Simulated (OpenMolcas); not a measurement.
**W³⁺ among point charges: CASSCF and CASPT2 levels and susceptibility**

Aim: the splitting of the states of W³⁺ in the field of 2 point charges, its lowest levels with spin-orbit coupling and its magnetic susceptibility.

Program: OpenMolcas 26.06. Level of theory: state-averaged CASSCF and CASPT2, spin-orbit coupling by RASSI with atomic mean-field integrals. These are calculated values, not measurements, unless marked.

## 1. The system

| Item | Value |
| --- | --- |
| Species | W³⁺ (tungsten, Z = 74, 71 electrons) |
| Basis | ANO-RCC-VDZP [7s6p4d2f1g], 68 functions |
| Scalar Hamiltonian | DKH2, point nucleus |
| Inactive shells | 1s 2s 2p 3s 3p 3d 4s 4p 4d 4f 5s 5p |
| Active space | 3 electrons in 5 orbitals (5d) |
| Some configurations of this space | 5d³ |
| Orbitals | optimised for each spin and parity, averaged over all roots |

The outer shells:

5d3
```
5d [↑ ][↑ ][↑ ][  ][  ]
```

The ion sits among 2 point charges of -2 e arranged as a linear pair (D∞h), 2.07 Å from the ion.

The work runs as a chain of OpenMolcas steps in one folder; each step below is one input file. Labels, J, g values, rates, χT and fits are worked out afterwards by a script from the matrices that RASSI stores. The input lists half of the charges; inversion (Group=XYZ) makes the rest.

## 2. One- and two-electron integrals

File a.inp:

```
&GATEWAY
Coord
1

W 0.0 0.0 0.0
Basis=ANO-RCC-VDZP
Group=XYZ
NoMove
AngMom=0.0 0.0 0.0
AMFI
XField
1 Angstrom 0
0.000000 0.000000 2.070000 -2.000000
&SEWARD
```

Command:

```bash
$ OMP_NUM_THREADS=1 MOLCAS_MEM=1689 MOLCAS_PROJECT=a pymolcas a.inp > a.log
```

## 3. Reference wave functions, quartets of even parity, 10 roots

File a.inp:

```
&RASSCF
FileOrb=start.orb
Symmetry=1
Spin=4
nActEl=3 0 0
Inactive=15 19
Ras2=5 0
CIRoot=10 10 1
SDav=10
CIMx=300
Iter=120 100
PrWF=0.3
OrbListing=Nothing
MaxOrb=0
>>> COPY $Project.JobIph JOB001
```

start.orb holds the contracted functions of the basis, ordered by shell, or the orbitals of the step before.

## 4. Reference wave functions, doublets of even parity, 40 roots

File a.inp:

```
&RASSCF
FileOrb=start.orb
Symmetry=1
Spin=2
nActEl=3 0 0
Inactive=15 19
Ras2=5 0
CIRoot=40 40 1
SDav=40
CIMx=300
Iter=120 100
PrWF=0.3
OrbListing=Nothing
MaxOrb=0
>>> COPY $Project.JobIph JOB002
```

## 5. RASSI: spin-orbit coupling between the states

File a.inp:

```
&RASSI
NrOfJobIphs=2 10 40
1 2 3 4 5 6 7 8 9 10
1 2 3 4 5 6 7 8 9 10 11 12 13 14 15 16 17 18 19 20 21 22 23 24 25 26 27
28 29 30 31 32 33 34 35 36 37 38 39 40
IphNames
JOB001
JOB002
EJob
SpinOrbit
DIPRint=1.0
SOCoupling=1000.0
Subsets=2
Property=9
'ANGMOM' 1 'ANGMOM' 2 'ANGMOM' 3 'MLTPL  1' 1 'MLTPL  1' 2 'MLTPL  1' 3
'AMFI' 1 'AMFI' 2 'AMFI' 3
SOProperty=3
'ANGMOM' 1 'ANGMOM' 2 'ANGMOM' 3
```

## 6. CASPT2: IPEA 0.25, imaginary shift 0.1 (closed shells correlated: 4f 5s 5p)

File a.inp:

```
>>> COPY JOB001 $Project.JobIph
&CASPT2
Multistate=10 1 2 3 4 5 6 7 8 9 10
NoMult
Frozen=14 9
IPEA=0.25
Imaginary=0.1
MaxIter=60
WThr=0.0 0.3 0.05
PrWF=0.5
NoMix
>>> COPY JOB002 $Project.JobIph
&CASPT2
Multistate=40 1 2 3 4 5 6 7 8 9 10 11 12 13 14 15 16 17 18 19 20 21 22
23 24 25 26 27 28 29 30 31 32 33 34 35 36 37 38 39 40
NoMult
Frozen=14 9
IPEA=0.25
Imaginary=0.1
MaxIter=60
WThr=0.0 0.3 0.05
PrWF=0.5
NoMix
```

(Steps that only read results are left out.)

What does the calculation give? Wanted: spin-free ground state; first state of the same spin within the active space; lowest level; next level.

**Answer**, as computed:

| quantity | value |
| --- | --- |
| method | SS-CASPT2, IPEA 0.25, imaginary shift 0.1 (closed shells correlated: 4f 5s 5p) |
| spin-free ground state | 4Sigma, 1-fold in its orbital part |
| first state of the same spin within the active space | 4Pi at 6110 cm⁻¹ |
| lowest level | 2-fold, g = 1.70, 1.70, 1.76 |
| next level | 2132.2 cm⁻¹ |
| χT at 300 K | 0.35 cm³ K/mol |
| effective moment at 300 K | 1.68 μB |

Cost by method:

```tsv
method	time of its own steps	time with the reference
A. CASSCF	12 s	12 s
B. SS-CASPT2, IPEA 0.25, imaginary shift 0.1, +4f 5s 5p	8.7 s	21 s
```

Times are of one thread on a shared host.

The spin-free ground state (4Sigma) comes to 80 % from free-ion F terms and keeps the highest spin of the shell. χT at 300 K is 0.35, against 1.88 cm³ K/mol for the spin alone, so spin-orbit coupling lowers it. CASPT2 does not keep the components of a term degenerate, and the means are used. The field of point charges can differ much from that of real complexes. This is an electrostatic model: the charges have no orbitals.
